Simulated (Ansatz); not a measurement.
# TaHCl (quartet): the correlation ladder at distance Ta1–Cl2 = 7.737 Å, def2-SVP

How much of the correlation energy of TaHCl (quartet) does each wave-function method recover here?

Method: def2-SVP, core rule «outside noble gas», up to 9 orbitals frozen; program: Ansatz 0.2.0, Gaussian basis.

The runs, in order: UHF; CCSD(T) on ROHF; CCSD(T) on UHF; CISD; CCSDT(Q) on ROHF; CCSDT(Q) on UHF; CASSCF and MRCISD+Q, 5 electrons in 5 orbitals; CASSCF and NEVPT2, 5 electrons in 5 orbitals.

30 further runs of the same task are left out: 7 for a known fault of the program, 1 for a mislabelled method, 16 that didn't finish, 6 set aside as unsound or not needed.

## 1. What is computed

The geometry derives from a PBE0/def2-TZVP stationary point (not a proven minimum). One bond is set to the value named and the two fragments are kept rigid. No spin-orbit coupling is included. Elements past krypton take def2 core potentials.

3 atoms, charge 0, spin multiplicity 4.

Atoms are counted from 1 here; the program's logs count them from 0.

Bond lengths: Ta1–H3 1.862 Å.

Geometry (Å):

```xyz
3
charge 0, multiplicity 4
Ta    0.0000    0.0000    1.9582
Cl    0.0000    0.0000   -5.7788
H     0.0000    0.0000    3.8207
```

## 2. UHF

in.yaml

```yaml
crystal:
  periodic: [false, false, false]
  atoms:
    - {symbol: Ta, position_ang: [0.000000, 0.000000, 1.958167]}
    - {symbol: Cl, position_ang: [0.000000, 0.000000, -5.778833]}
    - {symbol: H, position_ang: [0.000000, 0.000000, 3.820667]}
basis:
  gaussian: {orbitals: def2-SVP}
magnetization: {spin_polarized: true, initial_magnetization: 3}
hamiltonian: {xc: hf}
output: {orbitals: {seedname: orbitals}}
```

Command:

```console
$ ansatz run in.yaml --threads 1 --pin off --events-out ev --progress --plain --max-ram 2393MiB
```

The runs that follow: CCSD(T) on ROHF; CCSD(T) on UHF; CISD; CCSDT(Q) on ROHF; CCSDT(Q) on UHF; CASSCF and MRCISD+Q, 5 electrons in 5 orbitals; CASSCF and NEVPT2, 5 electrons in 5 orbitals.

Q: Predict the results of all the runs planned. Wanted: UCCSDT(Q) below the RHF energy; RMP2 from UCCSDT(Q); UMP2 from UCCSDT(Q); RCCSD from UCCSDT(Q); RCCSD(T) from UCCSDT(Q); UCCSD(T) from UCCSDT(Q); RCCSDT(Q) from UCCSDT(Q); NEVPT2 pair from UCCSDT(Q); T1 diagnostic.

**Answer**, as computed:

| quantity | value |
| --- | --- |
| UCCSDT(Q) below the RHF energy | -6.4496 eV |
| RMP2 from UCCSDT(Q) | +122.1 kJ/mol |
| UMP2 from UCCSDT(Q) | +93.9 kJ/mol |
| RCCSD from UCCSDT(Q) | +21.1 kJ/mol |
| RCCSD(T) from UCCSDT(Q) | +7.8 kJ/mol |
| UCCSD(T) from UCCSDT(Q) | +2.4 kJ/mol |
| RCCSDT(Q) from UCCSDT(Q) | +0.1 kJ/mol |
| NEVPT2 pair from UCCSDT(Q) | +112.5 kJ/mol |
| levels within 1 kcal/mol (43 meV) | UCCSD(T), RCCSDT, UCCSDT, RCCSDT(Q) |
| T1 diagnostic | 0.029 |

In words: RCCSD(T) misses by +7.8 kJ/mol, 1.3 % of the correlation energy. CCSD(T) misses by +7.8 kJ/mol on the restricted determinant and by +2.4 kJ/mol on the unrestricted one; the two need not hold the same state or core. These misses are within one basis, not against nature; the frozen cores of restricted and unrestricted runs differ, which can shift their rows.
